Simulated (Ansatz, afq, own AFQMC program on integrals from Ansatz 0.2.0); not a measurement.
# GaBr− (quartet): quantum Monte Carlo beside coupled cluster at distance Ga1–Br2 = 6.366 Å, aug-cc-pVDZ, part 2 of 2

Ansatz 0.2.0, Gaussian basis, and an in-house AFQMC program (afq) on its integrals; all values are calculated; aug-cc-pVDZ, frozen cores. The steps go on from the part before.

### Step 12. CCSD(T) on UHF

Input file in.yaml:

```yaml
crystal:
  periodic: [false, false, false]
  atoms:
    - {symbol: Ga, position_ang: [0.000000, 0.000000, 0.000000]}
    - {symbol: Br, position_ang: [0.000000, 0.000000, 6.366000]}
basis:
  gaussian: {orbitals: aug-cc-pVDZ}
total_charge: -1
magnetization: {spin_polarized: true, initial_magnetization: 3}
correlation: {method: ccsd_t, electrons: outside_noble_gas, hamiltonian_folder: ham}
```

Launch:

```sh
$ ansatz run in.yaml --threads 1 --pin off --events-out ev --progress --plain --max-ram 1843MiB
```

What it wrote, cut to the lines that bear on the results:

```text
Functional definition: HF
  name "HF"
  cite "Fock, Z. Phys. 61, 126 (1930) doi:10.1007/BF01340294"
  parent pbe
[...]
803 factors; integrals over basis functions are off by at most 2.1e-4 eV
[...]
mean field -122330.52661074 eV, -4495.5639343358 hartree, gradient 1.4e-6 eV, S^2 3.769613; 55 other end points of the search recorded, 0 dependent functions left out
determinant -122330.52661074 eV, -4495.5639343358 hartree, with singles and doubles -122335.11538561 eV, -4495.7325687015 hartree
determinant -122330.51385316 eV, -4495.5634655031 hartree, with singles and doubles -122335.09868992 eV, -4495.7319551465 hartree
determinant -122330.48422675 eV, -4495.5623767526 hartree, with singles and doubles -122335.07011758 eV, -4495.7309051322 hartree
determinant -122330.47477115 eV, -4495.5620292656 hartree, with singles and doubles -122335.06649933 eV, -4495.7307721639 hartree
[...]
determinant -122330.51385316 eV, -4495.5634655031 hartree, with singles and doubles -122335.09829249 eV, -4495.7319405413 hartree
determinant -122330.48422675 eV, -4495.5623767526 hartree, with singles and doubles -122335.06999938 eV, -4495.7309007885 hartree
determinant -122330.47477115 eV, -4495.5620292656 hartree, with singles and doubles -122335.06624241 eV, -4495.7307627224 hartree
determinant -122330.47096554 eV, -4495.5618894124 hartree, with singles and doubles -122335.06264693 eV, -4495.7306305910 hartree
28 core orbitals not correlated: weight in the atoms' cores, before any rotation towards them, 1.000 or more for the frozen orbitals, at most 0.000 for the correlated occupied ones
reference -122330.52661074 eV, -4495.5639343358 hartree; 7, 4 occupied and 37, 40 virtual orbitals, 803 factors
second order -3.75061272 eV of doubles, -0.00000000 eV of singles
cycle   1  -4.58832971 eV  change   -7.0e-7 eV  update   4.0e-6
perturbative correction -0.09132799 eV, -0.0033562417 hartree
Total energy: -122335.20626844 eV, -4495.7359085841 hartree
```

Wall time 2.1 min (1 thread of Arm Neoverse V2, shared host); peak memory 0.35 GiB.

From the report: ⟨S²⟩ of the determinant 3.770 (pure quartet: 3.75); correlation -4.6797 eV; T1 0.011; largest double amplitude 0.09.

This run also writes the integrals to the folder ham.

### Step 13. CCSDT(Q) on UHF

in.yaml, as its differences from that of step 12:

```diff
@@ -9,2 +9,2 @@
 magnetization: {spin_polarized: true, initial_magnetization: 3}
-correlation: {method: ccsd_t, electrons: outside_noble_gas, hamiltonian_folder: ham}
+correlation: {method: ccsdt_q, electrons: outside_noble_gas}
```

Same command.

What it wrote, cut to the lines that bear on the results:

```text
Functional definition: HF
  name "HF"
  cite "Fock, Z. Phys. 61, 126 (1930) doi:10.1007/BF01340294"
  parent pbe
[...]
1265 factors; integrals over basis functions are off by at most 1.4e-7 eV
[...]
mean field -122330.52661176 eV, -4495.5639343732 hartree, gradient 7.9e-7 eV, S^2 3.769613; 50 other end points of the search recorded, 0 dependent functions left out
determinant -122330.52661176 eV, -4495.5639343732 hartree, with singles and doubles -122335.11538179 eV, -4495.7325685614 hartree
determinant -122330.51385386 eV, -4495.5634655290 hartree, with singles and doubles -122335.09868521 eV, -4495.7319549733 hartree
determinant -122330.48422743 eV, -4495.5623767778 hartree, with singles and doubles -122335.07011238 eV, -4495.7309049411 hartree
determinant -122330.47477210 eV, -4495.5620293009 hartree, with singles and doubles -122335.06649523 eV, -4495.7307720134 hartree
[...]
determinant -122330.48422743 eV, -4495.5623767778 hartree, with singles and doubles -122335.06999415 eV, -4495.7309005961 hartree
determinant -122330.47477210 eV, -4495.5620293009 hartree, with singles and doubles -122335.06623849 eV, -4495.7307625782 hartree
determinant -122330.47096651 eV, -4495.5618894479 hartree, with singles and doubles -122335.06264302 eV, -4495.7306304473 hartree
28 core orbitals not correlated: weight in the atoms' cores, before any rotation towards them, 1.000 or more for the frozen orbitals, at most 0.000 for the correlated occupied ones
reference -122330.52661176 eV, -4495.5639343732 hartree; 7, 4 occupied and 37, 40 virtual orbitals, 1265 factors
second order -3.75061129 eV of doubles, -0.00000000 eV of singles
cycle   1  -4.36715439 eV  change   -6.2e-1 eV  update   7.7e-2
[...]
cycle  40  -4.70477485 eV  change    2.5e-8 eV  update   1.3e-6
perturbative correction -0.00557309 eV, -0.0002048073 hartree
Total energy: -122335.23695970 eV, -4495.7370364671 hartree
```

It took 3.3 min on 1 thread of Arm Neoverse V2, shared host; peak memory 0.66 GiB.

From the report: ⟨S²⟩ of the determinant 3.770 (pure quartet: 3.75); correlation -4.7103 eV; T1 0.011; largest double amplitude 0.09.

### Step 14. Phaseless AFQMC, CISD trial on UHF

It reads the integrals that the CCSD(T) run on this determinant wrote.

Launch:

```sh
$ afq ham --method phaseless --trial cisd --walkers 60 --populations 1 --least-time 40 --time-step 0.005 --steps-per-block 50 --equilibration-blocks 40 --max-blocks 300 --target-error 0.0008 --factor-cut 1e-05 --start spin_pure --seed 8156 --release-times 0.24,0.51,0.99,1.62,2.4 --release-step 0.03 --release-every 4 --taylor-order 6
```

What it wrote:

```text
orbitals 44  electrons 7 4  factors 277 of 803
reference energy -4495.56393434 Eh
CCSD correlation -0.16861823 Eh in 15 cycles, weight of the determinant in the CISD state 0.8756
energy of the start -4495.732116 Eh
 block  time / (1/Eh)  mean weight  energy / Eh
     1     0.250  1.0003  -4495.729801
     2     0.500  1.0019  -4495.729663
     3     0.750  1.0010  -4495.730141
     4     1.000  0.9994  -4495.731153
     5     1.250  0.9997  -4495.732163
     6     1.500  1.0020  -4495.733083
     7     1.750  0.9988  -4495.732843
     8     2.000  1.0004  -4495.733651
     9     2.250  0.9988  -4495.734842
    10     2.500  0.9989  -4495.735633
    11     2.750  1.0011  -4495.735614
    16     4.000  0.9998  -4495.734471
    21     5.250  1.0003  -4495.740032
    26     6.500  1.0015  -4495.739556
    31     7.750  1.0002  -4495.738106
    36     9.000  1.0002  -4495.735406
    41    10.250  0.9986  -4495.737682
    46    11.500  0.9994  -4495.733412
    51    12.750  1.0000  -4495.738614
    56    14.000  1.0004  -4495.734998
    61    15.250  1.0007  -4495.735162
    66    16.500  1.0007  -4495.735731
    71    17.750  0.9976  -4495.732831
    76    19.000  1.0007  -4495.736756
    81    20.250  1.0007  -4495.734671
    86    21.500  1.0007  -4495.736385
    91    22.750  0.9992  -4495.733085
    96    24.000  0.9993  -4495.737181
   101    25.250  1.0004  -4495.736777
   106    26.500  0.9996  -4495.735940
   111    27.750  0.9988  -4495.736867
   116    29.000  1.0000  -4495.736117
   121    30.250  0.9992  -4495.736326
   126    31.500  1.0003  -4495.738282
   131    32.750  0.9976  -4495.735563
   136    34.000  0.9994  -4495.736787
   141    35.250  1.0002  -4495.738427
   146    36.500  0.9999  -4495.736991
   151    37.750  1.0008  -4495.738981
   156    39.000  0.9993  -4495.740083
   161    40.250  0.9998  -4495.732835
   166    41.500  1.0018  -4495.733215
   171    42.750  0.9987  -4495.734518
   176    44.000  1.0013  -4495.733271
   181    45.250  0.9998  -4495.738807
   186    46.500  0.9997  -4495.736545
   191    47.750  1.0012  -4495.739591
   196    49.000  1.0008  -4495.735755
blocks merged  error / Eh  count
     1  0.000196  160
     2  0.000249  80
     4  0.000262  40
     8  0.000267  20
    16  0.000322  10
released: time / (1/Eh)  energy / Eh  error  mean overlap
  0.24  -4495.736072  0.000261  1.0020
  0.51  -4495.735988  0.000293  1.0186
  0.99  -4495.735941  0.000272  1.0262
  1.62  -4495.736357  0.000369  1.0365
  2.40  -4495.736407  0.000430  1.0450
energy -4495.735752 +/- 0.000267 Eh
```

It took 6.6 min on 1 thread of Arm Neoverse V2, shared host; peak memory 0.35 GiB.

Energy -122335.2020 ± 0.0073 eV. Caveats: constraint bias not in the error.

### Step 15. Phaseless AFQMC, single-determinant trial on UHF

It reads the integrals that the CCSD(T) run on this determinant wrote.

Launch:

```sh
$ afq ham --method phaseless --trial hf --walkers 120 --populations 1 --least-time 40 --time-step 0.005 --steps-per-block 20 --equilibration-blocks 160 --max-blocks 600 --target-error 0.0024000000000000002 --factor-cut 1e-05 --start spin_pure --seed 6420 --taylor-order 6
```

What it wrote:

```text
orbitals 44  electrons 7 4  factors 277 of 803
reference energy -4495.56393434 Eh
CCSD correlation -0.16861823 Eh in 15 cycles, weight of the determinant in the CISD state 0.8756
energy of the start -4495.564067 Eh
 block  time / (1/Eh)  mean weight  energy / Eh
     1     0.100  0.9998  -4495.587247
     2     0.200  1.0009  -4495.606374
     3     0.300  0.9999  -4495.625235
     4     0.400  1.0001  -4495.641585
     5     0.500  1.0018  -4495.651715
     6     0.600  1.0009  -4495.661170
     7     0.700  0.9996  -4495.669353
     8     0.800  1.0009  -4495.675030
     9     0.900  0.9993  -4495.687365
    10     1.000  1.0002  -4495.686062
    15     1.500  1.0010  -4495.714756
    29     2.900  1.0002  -4495.744801
    43     4.300  0.9985  -4495.738959
    57     5.700  0.9994  -4495.737774
    71     7.100  1.0010  -4495.727549
    85     8.500  0.9999  -4495.739786
    99     9.900  1.0005  -4495.744726
   113    11.300  0.9988  -4495.734475
   127    12.700  1.0004  -4495.720627
   141    14.100  1.0024  -4495.753300
   155    15.500  0.9994  -4495.722309
   169    16.900  0.9996  -4495.741404
   183    18.300  1.0016  -4495.756602
   197    19.700  0.9995  -4495.752564
   211    21.100  1.0004  -4495.745532
   225    22.500  1.0006  -4495.735862
   239    23.900  1.0008  -4495.698127
   253    25.300  0.9994  -4495.757995
   267    26.700  0.9991  -4495.721628
   281    28.100  0.9996  -4495.730854
   295    29.500  1.0009  -4495.721462
   309    30.900  1.0003  -4495.724281
   323    32.300  1.0011  -4495.733302
   337    33.700  0.9999  -4495.732838
   351    35.100  1.0023  -4495.713738
   365    36.500  0.9970  -4495.720501
   379    37.900  0.9992  -4495.727592
   393    39.300  0.9996  -4495.725945
   407    40.700  1.0016  -4495.722817
   421    42.100  1.0019  -4495.713924
   435    43.500  1.0004  -4495.740405
   449    44.900  0.9988  -4495.719600
   463    46.300  1.0016  -4495.718228
   477    47.700  0.9978  -4495.729111
   491    49.100  1.0002  -4495.730045
   505    50.500  1.0006  -4495.733252
   519    51.900  0.9996  -4495.723326
   533    53.300  1.0028  -4495.740554
   547    54.700  0.9992  -4495.724608
blocks merged  error / Eh  count
     1  0.000574  400
     2  0.000779  200
     4  0.001027  100
     8  0.001314  50
    16  0.001669  25
    32  0.002100  12
energy -4495.729597 +/- 0.001669 Eh
```

Wall time 4 min (1 thread of Arm Neoverse V2, shared host); peak memory 0.35 GiB.

Energy -122335.0345 ± 0.0454 eV. The run doesn't count as converged. Caveats: constraint bias not in the error; error not settled. The error still grows with block length (0.0358 to 0.0571 eV), so the bar may be too small.

### Step 16. All levels side by side

On the ROHF determinant, counted from CCSDT(Q) (a yardstick, not exact):

| level | energy (eV) | from CCSDT(Q) (kJ/mol) | statistical error (kJ/mol) | time |
| --- | --- | --- | --- | --- |
| HF | -122330.3581 | +470.2 |  |  |
| MP2 | -122334.2988 | +89.9 |  |  |
| CCSD | -122335.1038 | +12.3 |  |  |
| CCSD(T) | -122335.1999 | +3.0 |  |  |
| CCSDT(Q) | -122335.2310 | 0.0 |  |  |
| Phaseless AFQMC, CISD trial, step 0.005, 60 walkers | -122335.1866 | +4.3 | 0.6 | 5.7 min |
| Phaseless AFQMC, single-determinant trial, step 0.005, 120 walkers | -122335.0051 | +21.8 | 4.4 | 3.9 min |

On the UHF determinant, counted from CCSDT(Q) (a yardstick, not exact):

| level | energy (eV) | from CCSDT(Q) (kJ/mol) | statistical error (kJ/mol) | time |
| --- | --- | --- | --- | --- |
| HF | -122330.5266 | +454.5 |  |  |
| MP2 | -122334.2772 | +92.6 |  |  |
| CCSD | -122335.1149 | +11.8 |  |  |
| CCSD(T) | -122335.2063 | +3.0 |  |  |
| CCSDT(Q) | -122335.2370 | 0.0 |  |  |
| Phaseless AFQMC, CISD trial, step 0.005, 60 walkers | -122335.2020 | +3.4 | 0.7 | 6.6 min |

The functionals' totals stand on their own zeros and serve differences with other points: PBE -122402.574 eV; r2SCAN -122420.100 eV; PBE0 -122405.795 eV; B3LYP -122423.133 eV; wB97M-V -122414.021 eV; B2PLYP -122397.738 eV.

### Step 17. Outcome

What follows sums up all 2 parts.

```
                                                       quantity               value
                                  CCSD(T) on ROHF from CCSDT(Q)         +3.0 kJ/mol
              Phaseless AFQMC, CISD trial on ROHF from CCSDT(Q)   +4.3 ± 0.6 kJ/mol
Phaseless AFQMC, single-determinant trial on ROHF from CCSDT(Q)  +21.8 ± 4.4 kJ/mol
                                   CCSD(T) on UHF from CCSDT(Q)         +3.0 kJ/mol
               Phaseless AFQMC, CISD trial on UHF from CCSDT(Q)   +3.4 ± 0.7 kJ/mol
```

**Reading.** On ROHF the phaseless walk with the CISD trial lies +4.3 kJ/mol from CCSDT(Q), 7 times its error bar. A single-determinant trial moves the result by +17.5 kJ/mol. On UHF the phaseless walk with the CISD trial lies +3.4 kJ/mol from CCSDT(Q), 5 times its error bar. Error bars are statistical and leave out the constraint, the time step and what remains of the start.
